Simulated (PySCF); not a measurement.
# C2H3AlBrF: the cost of one run

Programs: PySCF 2.14.0, with density-fitted response routines of our own. Each step states its level of theory. These are calculated values for one molecule in the gas phase, unless marked as measured. Atoms are numbered from 0 throughout.

**1. The starting structure**

8 atoms, charge 0, multiplicity 1; geometry from: GFN2-xTB.

Bonds of the start (Å): C0–C1 1.33, C1–Br2 1.94, C1–Al3 1.98, Al3–F4 1.64, C0–H5 1.08, C0–H6 1.08, Al3–H7 1.51.

**2. Ultraviolet spectrum: PBE0/def2-SVPD**

The job: settings as JSON, then the geometry in Å.

```
{"job": {"kind": "uv", "xc": "PBE0", "basis": "def2-SVPD", "nstates": 8, "ntriplets": 3}, "charge": 0, "multiplicity": 1}
C     -1.486991    -0.409292     0.071034
C     -0.371376     0.306033     0.089032
Br    -0.477820     2.221581     0.400761
Al     1.548345    -0.113890    -0.163567
F      2.734289     1.018166    -0.099187
H     -1.422777    -1.472428    -0.105124
H     -2.473970     0.004133     0.222094
H      1.959358    -1.544890    -0.439609
```

With the program's defaults for keys left out, this is: TDDFT PBE0/def2-SVPD, vertical, gas phase, core orbitals frozen in the response.

Started as:

```console
$ OMP_NUM_THREADS=1 python probes_run.py task.json out
```

One launch serves the whole session: the jobs run in the order shown.

**Question.** How long does this first job take on 1 thread of Arm Neoverse N1, shared host, and how much memory does it need?

About 31 s, with a peak of 0.62 GiB.
